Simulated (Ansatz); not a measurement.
**C₃H₁₀BN: ionisation energy by level of theory**

One table from this session's results is given with a row withheld; the runs are named, their logs left out.

Computed with Ansatz 0.2.0, Gaussian basis. Level: unrestricted cation, the program's frozen cores in correlated methods.

Levels to be run: UKS PBE-D4/def2-TZVPP; UKS r2SCAN-D4/def2-TZVPP; UKS PBE0-D4/def2-TZVPP; UKS B3LYP-D4/def2-TZVPP; UKS wB97X-V/def2-TZVPP; UKS wB97M-V/def2-TZVPP; UKS B2PLYP/def2-TZVPP; UHF-CCSD(T)/def2-TZVPP; UHF-MP2/def2-QZVPP; extrapolation to the limit; then −ε(HOMO) from the neutral's earlier runs with LDA (SPW92), PBE-D4, revPBE-D4, BLYP-D4, r2SCAN-D4, B97M-V, PBE0-D4, B3LYP-D4, r2SCANh-D4, r2SCAN0-D4, HSE06-D4, BHLYP-D4, CAM-B3LYP-D4, LC-ωPBE, ωB97X-V, ωB97M-V.

### The relaxed structure

The geometry comes from an earlier relaxation with PBE0-D4 in a triple-zeta def2 set; it is a stationary point, not always the lowest conformer.

SMILES `CBN(C)C`, 15 atoms, charge 0, spin multiplicity 1.

Atoms are counted from 1 here; the program's logs count them from 0.

Bond lengths: C1–B2 1.570 Å, C1–H6 1.096 Å, C1–H7 1.096 Å, C1–H8 1.092 Å, B2–N3 1.395 Å, B2–H9 1.204 Å, N3–C4 1.445 Å, N3–C5 1.443 Å, C4–H10 1.088 Å, C4–H11 1.097 Å, C4–H12 1.097 Å, C5–H13 1.087 Å, C5–H14 1.097 Å, C5–H15 1.097 Å. Angles: B2–C1–H6 109.5°, B2–C1–H7 109.5°, B2–C1–H8 116.7°, H6–C1–H7 105.2°, H6–C1–H8 107.7°, H7–C1–H8 107.7°, C1–B2–N3 125.7°, C1–B2–H9 118.8°, N3–B2–H9 115.6°, B2–N3–C4 122.2°, B2–N3–C5 125.5°, C4–N3–C5 112.2°, N3–C4–H10 109.8°, N3–C4–H11 111.0°, N3–C4–H12 111.0°, H10–C4–H11 108.8°, H10–C4–H12 108.8°, H11–C4–H12 107.5° and more.

Set-up of the first run:

Contents of in.yaml:

```yaml
crystal:
  periodic: [false, false, false]
  atoms:
    - {symbol: C, position_ang: [-1.962712, 0.400356, -0.812386]}
    - {symbol: B, position_ang: [-0.685392, -0.497951, -0.651723]}
    - {symbol: N, position_ang: [0.432197, -0.191258, 0.124389]}
    - {symbol: C, position_ang: [1.571255, -1.075373, 0.218469]}
    - {symbol: C, position_ang: [0.603220, 1.005570, 0.913012]}
    - {symbol: H, position_ang: [-2.121290, 0.623332, -1.873577]}
    - {symbol: H, position_ang: [-2.848639, -0.165020, -0.501596]}
    - {symbol: H, position_ang: [-1.967543, 1.347983, -0.270322]}
    - {symbol: H, position_ang: [-0.639170, -1.548829, -1.236957]}
    - {symbol: H, position_ang: [1.401439, -1.962750, -0.388587]}
    - {symbol: H, position_ang: [1.742823, -1.385456, 1.256511]}
    - {symbol: H, position_ang: [2.484076, -0.577906, -0.131379]}
    - {symbol: H, position_ang: [-0.265443, 1.653852, 0.826963]}
    - {symbol: H, position_ang: [0.746296, 0.757243, 1.971511]}
    - {symbol: H, position_ang: [1.487083, 1.565506, 0.584672]}
basis:
  gaussian: {orbitals: def2-TZVPP}
total_charge: 1
magnetization: {spin_polarized: true, initial_magnetization: 1}
hamiltonian: {xc: pbe, dispersion: d4}
```

Run with:

```
$ ansatz run in.yaml --threads 2 --pin off --events-out ev --progress --plain --max-ram 32768MiB --backend cpu
```

Among the steps run: Cation, UKS PBE-D4/def2-TZVPP; Cation, UKS r2SCAN-D4/def2-TZVPP; Cation, UKS PBE0-D4/def2-TZVPP; Cation, UKS B3LYP-D4/def2-TZVPP; Cation, UKS wB97X-V/def2-TZVPP; Cation, UKS wB97M-V/def2-TZVPP; Cation, UKS B2PLYP (frozen core)/def2-TZVPP; Cation, UHF-CCSD(T)/def2-TZVPP; Cation, UHF-MP2/def2-QZVPP.

One table of the session follows, with a row left open; its other results are not shown here.

Orbital estimates, from the neutral's runs:

| functional | −ε(HOMO) (eV) |
| --- | --- |
| LDA (SPW92) | 6.04 |
| PBE-D4 | 5.92 |
| revPBE-D4 | 5.87 |
| BLYP-D4 | 5.80 |
| r2SCAN-D4 | 6.11 |
| B97M-V | 6.23 |
| PBE0-D4 | 7.16 |
| B3LYP-D4 | 6.95 |
| r2SCANh-D4 | 6.58 |
| r2SCAN0-D4 | 7.30 |
| HSE06-D4 | 6.76 |
| BHLYP-D4 | ? |
| CAM-B3LYP-D4 | 8.52 |
| LC-ωPBE | 9.87 |
| ωB97X-V | 9.53 |
| ωB97M-V | 9.46 |

**Question.** Estimate the row for BHLYP-D4.

Worked estimate for «−ε(HOMO) (eV)». Against the share of exact exchange, BLYP-D4 (0, 5.80), B3LYP-D4 (0.2, 6.95) give a slope of 5.75 per unit share; at 0.5 the line stands at 8.67.

The run gave: −ε(HOMO) (eV): 8.33. In «−ε(HOMO) (eV)» the line misses by +0.34.
